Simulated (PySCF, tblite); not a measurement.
# C₇H₁₂N radical: geometry, infrared bands and EPR parameters

Aim: predict the infrared bands and EPR parameters of C₇H₁₂N radical (`[H]/N=C1/C[C@@H](C[CH2])[C@H]1C`).

Programs: tblite 0.8.0 and PySCF 2.14.0, with density-fitted response routines of our own. Each step states its level of theory. These are calculated values for one molecule in the gas phase, unless marked as measured. Atoms count from 0, in the outputs and in this text.

## Step 1: The starting structure

20 atoms, charge 0, multiplicity 2; geometry from: force field or distance geometry start.

Bonds of the start (Å): C0–C1 1.50, C1–C2 1.50, C2–C3 1.58, C3–C4 1.51, C4–N5 1.28, C4–C6 1.51, C6–C7 1.52, C6–C2 1.59, C0–H8 1.08, C0–H9 1.08, C1–H10 1.10, C1–H11 1.09, C2–H12 1.09, C3–H13 1.10, C3–H14 1.09, N5–H15 1.02, C6–H16 1.09, C7–H17 1.11, C7–H18 1.09, C7–H19 1.09.

## Step 2: Relaxing the molecule with GFN2-xTB

What the job is given:

```
{"job": {"kind": "relax", "xc": "GFN2-xTB", "basis": "xTB"}, "charge": 0, "multiplicity": 2}
C      2.407700    -0.952400    -0.181300
C      1.704800     0.324400     0.174900
C      0.435500     0.450000    -0.620200
C     -0.438000     1.718200    -0.273500
C     -1.632000     0.792100    -0.319200
N     -2.891800     1.028200    -0.400100
C     -0.818400    -0.480400    -0.326500
C     -0.871500    -1.265400     0.978300
H      2.876500    -1.552400     0.590800
H      2.560800    -1.216400    -1.214300
H      1.502000     0.330300     1.258500
H      2.375900     1.156600    -0.027400
H      0.655400     0.454900    -1.690800
H     -0.271700     2.126100     0.731000
H     -0.437600     2.515200    -1.010700
H     -3.410300     0.146800    -0.430200
H     -1.062500    -1.126000    -1.172800
H     -1.872800    -1.714700     1.110900
H     -0.154100    -2.087200     0.969800
H     -0.663300    -0.637300     1.849900
```

Command:

```bash
OMP_NUM_THREADS=1 python probes_run.py task.json out
```

The driver reads the jobs from task.json and runs them one after another.

**Question.** This job is followed by: GFN2-xTB harmonic vibrations, gas phase; UKS B3LYP, pcH-1 on C H N, non-relativistic, mean-field spin-orbit, GIAO. What will the session give for the following? strongest single infrared mode (GFN2-xTB); zero-point energy (GFN2-xTB); g(iso) (B3LYP); ⟨S²⟩; largest a(iso) (averaged by class); potential on the surface of density 0.002 e/bohr³, 1st and 99th percentile.

The runs gave:

| quantity | value |
| --- | --- |
| strongest single infrared mode (GFN2-xTB) | 1809 cm⁻¹, 263 km/mol |
| zero-point energy (GFN2-xTB) | 106.9 kcal/mol |
| g(iso) (B3LYP) | 2.00264 |
| ⟨S²⟩ | 0.754 (exact 0.75) |
| largest a(iso) (averaged by class) | 1H on H11, 157.2 MHz |
| potential on the surface of density 0.002 e/bohr³, 1st and 99th percentile | -1.96 V and 1.16 V |

In words: The optimisation took 105 steps and gained 0.200 eV; among the close pairs (by a distance rule), C2–C6 changed most, from 1.589 to 1.553 Å. All 54 modes are real, so the xTB geometry is a minimum. The strongest single mode, at 1809 cm⁻¹, moves mainly C4 and N5. GFN2-xTB is a fitted tight-binding method: band positions and strengths are rough. Its intensities can rank the bands wrongly. C0 carries the largest spin population, 1.07 e. The isotropic g lies 0.3 ppt above the free-electron value. These values are for one conformer; the search (at its own cheap level) found 2 more, at 0.34, 0.53 kcal/mol, and measured spectra average over such forms.
